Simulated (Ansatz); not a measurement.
# BiS: elastic constants with LDA

BiS:

```
Bi S
1.0
     4.00294    0.00000    0.00000
     0.00000    4.00294    0.00000
     0.00000    0.00000    4.00294
Bi S
1 1
Direct
  0.50000 0.50000 0.50000
  0.00000 0.00000 0.00000
```

The cell was built by a generator and needn't be a form met in nature.

```yaml
Program: Ansatz 0.2.0
Task: elastic constants
Functional: LDA
Potentials_or_basis: Ansatz PAW
Cutoff: "420 eV (not typed: the program's choice for these potentials)"
k_mesh: 5 × 5 × 5
Occupations: fermi-dirac, width 0.05 eV
Spin: no spin polarisation
Atoms_under_strain: relaxed
```

The pressure is -13.7 GPa. The band gap on the k mesh is none (metal or under the smearing width). The elastic constants C11, C12, C44 are 13, -5, -32 GPa and the voigt bulk modulus is 1 GPa.

Levels at points of the mesh, in eV from the Fermi level:
```csv
k point,band 8,band 9,band 10,band 11,band 12,band 13
"(0.00, 0.00, 0.00)",-2.01,-2.01,-2.01,2.63,2.63,2.63
```

Elastic tensor in Voigt notation (GPa, in the Cartesian axes of the cell as first typed):
```
 13  -5  -5   0   0   0
 -5  13  -5   0   0   0
 -5  -5  13   0   0   0
  0   0   0 -32   0   0
  0   0   0   0 -32   0
  0   0   0   0   0 -32
```

It took 1.5 s on 2 threads of AMD EPYC 9R45 96-Core Processor (Zen 5), with other jobs on the host, peak memory 0.4 GiB.

Caveat: the cell is more than 3 GPa from zero pressure, which shifts response properties; the elastic tensor has a negative eigenvalue, so either the cell is unstable as it stands or the mesh is too thin; spin-orbit coupling is left out, which moves the levels of the heavy elements; the PAW data sets come from PBE, with cores solved anew for the run's functional, which leaves a small shift of forces and pressure.
